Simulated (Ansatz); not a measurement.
# ClFH3SbSi: the cost of one run

Method: the settings change from run to run; program: Ansatz 0.2.0, Gaussian basis.

## Step 1: The relaxed structure

An earlier PBE0-D4 in a triple-zeta def2 set relaxation fixed the geometry. Sb takes a core potential in def2 sets; no spin-orbit term is included.

SMILES `[F][Sb]([SiH3])[Cl]`, 7 atoms, charge 0, spin multiplicity 1.

Atoms are counted from 1 here; the program's logs count them from 0.

Bond lengths: F1–Sb2 1.919 Å, Sb2–Si3 2.605 Å, Sb2–Cl4 2.349 Å, Si3–H5 1.483 Å, Si3–H6 1.486 Å, Si3–H7 1.487 Å. Angles: F1–Sb2–Si3 92.3°, F1–Sb2–Cl4 97.1°, Si3–Sb2–Cl4 91.4°, Sb2–Si3–H5 107.9°, Sb2–Si3–H6 108.1°, Sb2–Si3–H7 109.7°, H5–Si3–H6 110.9°, H5–Si3–H7 110.8°, H6–Si3–H7 109.4°.

As a file:

| atom | x (Å) | y (Å) | z (Å) |
| --- | --- | --- | --- |
| F1 | -1.34800 | -2.03053 | -0.32360 |
| Sb2 | -1.29866 | -0.59358 | 0.94721 |
| Si3 | 0.33321 | 0.79838 | -0.53144 |
| Cl4 | 0.48230 | -1.41149 | 2.24224 |
| H5 | 1.41230 | -0.10604 | -0.99557 |
| H6 | 0.88502 | 1.89917 | 0.30130 |
| H7 | -0.40487 | 1.37599 | -1.68593 |

## Step 2: HF/ANO-RCC-VTZP

The input, in.yaml:

```yaml
crystal:
  periodic: [false, false, false]
  atoms:
    - {symbol: F, position_ang: [-1.348001, -2.030534, -0.323596]}
    - {symbol: Sb, position_ang: [-1.298659, -0.593577, 0.947207]}
    - {symbol: Si, position_ang: [0.333215, 0.798382, -0.531440]}
    - {symbol: Cl, position_ang: [0.482296, -1.411488, 2.242242]}
    - {symbol: H, position_ang: [1.412300, -0.106043, -0.995574]}
    - {symbol: H, position_ang: [0.885020, 1.899170, 0.301297]}
    - {symbol: H, position_ang: [-0.404872, 1.375992, -1.685935]}
basis:
  gaussian: {orbitals: ANO-RCC-VTZP}
hamiltonian: {xc: {name: HF}}
output: {forces: true}
```

Command:

```
$ ansatz run in.yaml --threads 4 --pin off --events-out ev --progress --plain --max-ram 10444MiB
```

**Question.** How long does this run take on 4 threads of AMD EPYC 7B13, shared host, and how much memory does it need?

About 12 s, with a peak of 0.73 GiB.
